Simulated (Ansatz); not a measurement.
# CH6FNOSi2: one species, many methods

The task here is to estimate one member of a computed series from the others.

Program: Ansatz 0.2.0, Gaussian basis. Level of theory: functionals in def2-TZVPP, the program's frozen cores in correlated methods. These are calculated values, not measurements.

Plan: PBE-D4, r2SCAN-D4, PBE0-D4, B3LYP-D4, ωB97X-V, ωB97M-V, B2PLYP; CCSD(T)/def2-TZVPP; MP2/def2-QZVPP; extrapolation to the limit.

## The relaxed structure

The geometry comes from an earlier relaxation with PBE0-D4 in a triple-zeta def2 set; it is a stationary point, not always the lowest conformer.

12 atoms, charge 0, spin multiplicity 1.

Atoms are counted from 1 here; the program's logs count them from 0.

Bond lengths: N1–Si2 1.699 Å, N1–H7 1.008 Å, N1–H8 1.007 Å, Si2–F3 1.606 Å, Si2–C4 1.907 Å, Si2–Si6 2.316 Å, C4–O5 1.449 Å, C4–H9 1.095 Å, C4–H10 1.093 Å, O5–Si6 1.677 Å, Si6–H11 1.488 Å, Si6–H12 1.490 Å. Angles: Si2–N1–H7 122.4°, Si2–N1–H8 121.0°, H7–N1–H8 111.5°, N1–Si2–F3 112.4°, N1–Si2–C4 114.2°, N1–Si2–Si6 117.0°, F3–Si2–C4 112.3°, F3–Si2–Si6 121.5°, C4–Si2–Si6 73.4°, Si2–C4–O5 98.5°, Si2–C4–H9 114.4°, Si2–C4–H10 116.2°, O5–C4–H9 109.9°, O5–C4–H10 109.0°, H9–C4–H10 108.4°, C4–O5–Si6 108.8°, Si2–Si6–O5 77.9°, Si2–Si6–H11 122.8° and more.

The first run:

Contents of in.yaml:

```yaml
crystal:
  periodic: [false, false, false]
  atoms:
    - {symbol: N, position_ang: [0.311814, -2.006546, -0.040289]}
    - {symbol: Si, position_ang: [-0.357530, -0.542428, 0.503821]}
    - {symbol: F, position_ang: [-1.274611, -0.734724, 1.808041]}
    - {symbol: C, position_ang: [0.910559, 0.866285, 0.712831]}
    - {symbol: O, position_ang: [0.571323, 1.636323, -0.466476]}
    - {symbol: Si, position_ang: [-0.861119, 1.044380, -1.106267]}
    - {symbol: H, position_ang: [0.992630, -2.520908, 0.496038]}
    - {symbol: H, position_ang: [-0.197603, -2.609503, -0.664923]}
    - {symbol: H, position_ang: [0.764439, 1.476074, 1.609960]}
    - {symbol: H, position_ang: [1.964064, 0.578383, 0.659186]}
    - {symbol: H, position_ang: [-0.741724, 0.778631, -2.565716]}
    - {symbol: H, position_ang: [-2.005243, 1.978832, -0.912206]}
basis:
  gaussian: {orbitals: def2-TZVPP}
hamiltonian: {xc: pbe, dispersion: d4}
output: {forces: true, orbitals: {seedname: orbitals}}
```

Launch:

```
ansatz run in.yaml --threads 2 --pin off --events-out ev --progress --plain --max-ram 22528MiB --backend cuda --devices 0, --max-vram 18GiB
```

Among the steps run: PBE-D4 (GGA); r2SCAN-D4 (meta-GGA); PBE0-D4 (hybrid); B3LYP-D4 (hybrid); ωB97X-V (range-separated); ωB97M-V (range-separated); B2PLYP (double hybrid); CCSD(T) in def2-TZVPP; MP2 in def2-QZVPP.

One of the session's tables, all rows but one given; the rest of the session is left out.

```
            method  atomisation energy (kcal/mol)
            PBE-D4                         1086.2
         r2SCAN-D4                         1068.5
           PBE0-D4                         1063.6
          B3LYP-D4                         1066.3
           ωB97X-V                         1076.0
           ωB97M-V                         1072.6
            B2PLYP                         1054.9
     HF/def2-TZVPP                          754.6
    MP2/def2-TZVPP                         1058.3
   CCSD/def2-TZVPP                         1018.9
CCSD(T)/def2-TZVPP                              ?
           MP2/CBS                         1093.0
       CCSD(T)/CBS                         1070.8
```

Q: Estimate the row for CCSD(T)/def2-TZVPP from the others.

**Answer.** atomisation energy (kcal/mol): 1036.0. In the column «atomisation energy (kcal/mol)» it lies between CCSD/def2-TZVPP (1018.9) and B2PLYP (1054.9).
